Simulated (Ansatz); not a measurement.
# Y2C: response to strain

Aim: deform Y2C (zz strain of +2 %) and compute stress, forces and field gradients with LAPW, PAW and all-electron datasets made for the crystal.

Program: Ansatz 0.2.0. Level of theory: DFT PBEsol, scalar-relativistic. These are calculated values, not measurements.

### 1 The starting structure

The structure is trigonal, space group R-3m (No. 166). The conventional cell has a = 3.625 Å, b = 3.625 Å, c = 17.964 Å, α = 90.00°, β = 90.00°, γ = 120.00°. Around Y (site symmetry 3m) lie 3 C at 2.49 Å. C (site symmetry -3m) has 6 Y at 2.49 Å in its first shell of neighbours.

Coordinates:

```
Y C
1.0
     1.81242    1.04640    5.98800
    -1.81242    1.04640    5.98800
     0.00000   -2.09280    5.98800
Y C
2 1
Cartesian
  0.0000 0.0000 4.6335
  0.0000 0.0000 13.3305
  0.0000 0.0000 0.0000
```

Atoms are numbered in the order of the input: Y1, Y2, C3.

### 2 After the deformation

Space group R-3m before, R-3m after.

### 3 LAPW, all electrons

Input file input.yaml:

```yaml
crystal:
  lattice:
    - [1.8124192369, 1.0464007343, 6.10776]
    - [-1.8124192369, 1.0464007343, 6.10776]
    - [0.0, -2.0928014686, 6.10776]
  atoms:
    - { symbol: "Y", position: [0.25793, 0.25793, 0.25793] }
    - { symbol: "Y", position: [0.74207, 0.74207, 0.74207] }
    - { symbol: C, position: [0.0, 0.0, 0.0] }
kpoints:
  mp_grid: { grid: [11, 11, 11] }
  band_path:
    path:
      - [0.0, 0.0, 0.0]
      - [0.5, 0.5, 0.5]
      - [0.8137655836, 0.1862344164, 0.5]
      - [0.5, -0.1862344164, 0.1862344164]
      - [0.5, 0.0, 0.0]
      - [0.0, 0.0, 0.0]
      - [0.3431172082, -0.3431172082, 0.0]
      - [0.6568827918, 0.0, 0.3431172082]
      - [0.5, 0.0, 0.5]
    npoints: 5
scf:
  occupations: { method: fermi_dirac, width: 0.05 }
hamiltonian:
  xc: pbesol
  pseudopotentials: { kind: all_electron, lapw: { basis_error: 0.001 } }
output:
  forces: true
  stress: true
  eigenvalues: true
```

The run is started by

```bash
> ansatz run input.yaml --threads 1 --pin off --max-ram 4096MiB --backend cpu --events-out ev --progress --plain --runs-dir out
```

### 4 Frozen-core PAW

Input file input.yaml:

```yaml
crystal:
  lattice:
    - [1.8124192369, 1.0464007343, 6.10776]
    - [-1.8124192369, 1.0464007343, 6.10776]
    - [0.0, -2.0928014686, 6.10776]
  atoms:
    - { symbol: "Y", position: [0.25793, 0.25793, 0.25793] }
    - { symbol: "Y", position: [0.74207, 0.74207, 0.74207] }
    - { symbol: C, position: [0.0, 0.0, 0.0] }
kpoints:
  mp_grid: { grid: [11, 11, 11] }
scf:
  occupations: { method: fermi_dirac, width: 0.05 }
hamiltonian:
  xc: pbesol
  pseudopotentials: { kind: paw }
output:
  forces: true
  stress: true
  eigenvalues: true
  efg: { contact_densities: true }
```

### 5 Datasets made for this crystal

Edit input.yaml of step 4 so:

```diff
@@ -15,3 +15,3 @@
   xc: pbesol
-  pseudopotentials: { kind: paw }
+  pseudopotentials: { kind: all_electron, datasets: crystal }
 output:
```

(Steps that only read results are left out.)

Q: Predict the outcome of this session. Wanted: pressure; largest shear or deviatoric stress.

As calculated:

```
                                 quantity                                              value
                                 pressure  LAPW -4.40, PAW -4.41, crystal datasets -4.40 GPa
largest shear or deviatoric stress (LAPW)                                           0.45 GPa
```

**Reading.** The largest part of the stress beyond the pressure is 0.45 GPa in size, in the zz component; the atoms are carried along and not relaxed. No run of the undeformed cell stands beside it, so pressure and stress hold what the given cell had before the change, as far as its symmetry allows. PAW: stress within 0.02 GPa of LAPW, forces within 2 meV/Å. Crystal datasets: stress within 0.01 GPa of LAPW, forces within 1 meV/Å.
